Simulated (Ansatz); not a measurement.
# CH₇AlSSi: one species, many methods

The task here is to estimate one member of a computed series from the others.

The runs use Ansatz 0.2.0, Gaussian basis; functionals in def2-TZVPP, the program's frozen cores in correlated methods.

The runs, in order: LDA (SPW92), PBE-D4, revPBE-D4, BLYP-D4, r2SCAN-D4, B97M-V, PBE0-D4, B3LYP-D4, r2SCANh-D4, r2SCAN0-D4, HSE06-D4, BHLYP-D4, CAM-B3LYP-D4, LC-ωPBE, ωB97X-V, ωB97M-V, B2PLYP, PBE-QIDH; CCSD(T)/def2-SVP; CCSD(T)/def2-TZVPP; MP2/def2-QZVPP; extrapolation to the limit; RPA on PBE.

## The relaxed structure

All runs share one geometry, relaxed beforehand with PBE0-D4 in a triple-zeta def2 set.

SMILES `[CH3][Al]([SiH3])[SH]`, 11 atoms, charge 0, spin multiplicity 1.

Atoms are counted from 1 here; the program's logs count them from 0.

Bond lengths: C1–Al2 1.950 Å, C1–H5 1.095 Å, C1–H6 1.095 Å, C1–H7 1.092 Å, Al2–Si3 2.451 Å, Al2–S4 2.191 Å, Si3–H8 1.490 Å, Si3–H9 1.492 Å, Si3–H10 1.492 Å, S4–H11 1.344 Å. Angles: Al2–C1–H5 110.6°, Al2–C1–H6 110.4°, Al2–C1–H7 113.0°, H5–C1–H6 106.6°, H5–C1–H7 108.1°, H6–C1–H7 108.0°, C1–Al2–Si3 124.5°, C1–Al2–S4 120.6°, Si3–Al2–S4 114.9°, Al2–Si3–H8 112.5°, Al2–Si3–H9 111.0°, Al2–Si3–H10 111.0°, H8–Si3–H9 107.6°, H8–Si3–H10 107.6°, H9–Si3–H10 106.7°, Al2–S4–H11 94.7°.

The first run:

Contents of in.yaml:

```yaml
crystal:
  periodic: [false, false, false]
  atoms:
    - {symbol: C, position_ang: [-0.415951, 1.486999, -1.055222]}
    - {symbol: Al, position_ang: [-0.302271, -0.274400, -0.226905]}
    - {symbol: Si, position_ang: [1.195813, -0.844063, 1.627738]}
    - {symbol: S, position_ang: [-1.564440, -1.921222, -0.931029]}
    - {symbol: H, position_ang: [0.564535, 1.801659, -1.426790]}
    - {symbol: H, position_ang: [-0.726959, 2.235442, -0.318997]}
    - {symbol: H, position_ang: [-1.120864, 1.521301, -1.888961]}
    - {symbol: H, position_ang: [1.057857, -2.263690, 2.057263]}
    - {symbol: H, position_ang: [0.927241, 0.016509, 2.817130]}
    - {symbol: H, position_ang: [2.622598, -0.622278, 1.250400]}
    - {symbol: H, position_ang: [-2.172059, -1.193157, -1.884026]}
basis:
  gaussian: {orbitals: def2-TZVPP}
hamiltonian: {xc: lda}
output: {orbitals: {seedname: orbitals}}
```

On the command line:

```console
$ ansatz run in.yaml --threads 4 --pin off --events-out ev --progress --plain --max-ram 10444MiB
```

Steps of the session up to this table: LDA; PBE-D4 (GGA); revPBE-D4 (GGA); BLYP-D4 (GGA); r2SCAN-D4 (meta-GGA); B97M-V (meta-GGA); PBE0-D4 (hybrid); B3LYP-D4 (hybrid); r2SCANh-D4 (hybrid); r2SCAN0-D4 (hybrid); HSE06-D4 (hybrid); BHLYP-D4 (hybrid); CAM-B3LYP-D4 (range-separated); LC-ωPBE (range-separated); ωB97X-V (range-separated); ωB97M-V (range-separated); B2PLYP (double hybrid); PBE-QIDH (double hybrid).

One table of the session follows, with a row left open; its other results are not shown here.

It belongs to the step «Frontier levels by functional». 

```
  functional  HOMO (eV)  LUMO (eV)  gap (eV)
 LDA (SPW92)      -6.55      -2.32      4.23
      PBE-D4      -6.46      -2.13      4.33
   revPBE-D4      -6.42      -2.04      4.38
     BLYP-D4      -6.31      -1.97      4.34
   r2SCAN-D4      -6.70      -1.92      4.78
      B97M-V      -6.75      -2.05      4.70
     PBE0-D4      -7.55      -1.40      6.16
    B3LYP-D4          ?          ?         ?
  r2SCANh-D4      -7.10      -1.66      5.44
  r2SCAN0-D4      -7.71      -1.28      6.43
    HSE06-D4      -7.16      -1.76      5.39
    BHLYP-D4      -8.54      -0.57      7.97
CAM-B3LYP-D4      -8.82      -0.40      8.42
     LC-ωPBE     -10.13       0.61     10.75
     ωB97X-V      -9.80       0.51     10.32
     ωB97M-V      -9.55       0.27      9.82
```

**Question.** Estimate the row for B3LYP-D4.

Worked estimate for «HOMO (eV)». Against the share of exact exchange, BLYP-D4 (0, -6.31), BHLYP-D4 (0.5, -8.54) give a slope of -4.46 per unit share; at 0.2 the line stands at -7.20.

The run gave: HOMO (eV): -7.35; LUMO (eV): -1.55; gap (eV): 5.80. In «HOMO (eV)» the line misses by +0.15.
